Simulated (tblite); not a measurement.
# C31H6: the cost of one run

Programs: tblite 0.8.0 and PySCF 2.14.0, with routines of our own; each step states its level. All values are computed. Atoms count from 0.

## 1. The starting structure

37 atoms, charge 0, multiplicity 1; geometry from: force field, distance geometry or constructed start.

## 2. Relaxing the molecule with GFN2-xTB

Job settings and geometry (Å):

```
{"job": {"kind": "relax", "xc": "GFN2-xTB", "basis": "xTB"}, "charge": 0, "multiplicity": 1}
C     -1.233100    -3.295200     1.618800
C     -0.451400    -2.926900     2.753000
C     -1.233100    -2.047200     3.566000
C     -2.369400    -1.637200     2.776800
C     -2.369500    -2.415900     1.582400
C     -2.372100    -1.759000     0.304900
C     -1.238400    -2.231900    -0.436500
C     -0.444900    -3.035700     0.453100
C      0.684400    -2.258000     0.854700
C      0.679000    -2.189300     2.286000
C      0.679300    -0.918200     2.938500
C     -0.451200    -0.877900     3.819800
C     -1.242500     0.264200     3.461100
C     -2.367000    -0.213000     2.712900
C     -2.371700     0.449000     1.444300
C     -2.371200    -0.328600     0.246300
C     -1.238800     0.076700    -0.541200
C     -0.450100    -1.097100    -0.798000
C      0.680700    -1.050100     0.084600
C      0.683800     0.288000     2.170300
C     -0.451700     1.072600     2.572800
C     -1.240400     1.324800     1.402400
C     -0.446100     0.964500     0.269500
C      0.676700     0.215300     0.736800
C      0.835700     1.773100    -0.256400
H      1.115800     2.721400     0.192300
C      1.236000     1.758300    -1.724400
C      0.405600     2.351200    -2.680200
C      0.775200     2.337600    -4.033000
C      1.973100     1.729700    -4.419900
C      2.804600     1.135300    -3.467200
C      2.431000     1.149300    -2.116300
H     -0.521500     2.821500    -2.381200
H      0.135400     2.795900    -4.767900
H      2.258100     1.720800    -5.470700
H      3.727800     0.666600    -3.772700
H      3.074600     0.687600    -1.381100
```

Launch:

```console
> OMP_NUM_THREADS=2 python large_run.py task.json out
```

This one command runs all jobs of the session in turn.

Q: Estimate the wall time and peak memory of this first job on 2 threads of Arm Neoverse N1, shared host.

About 3.4 s, with a peak of 0.17 GiB.
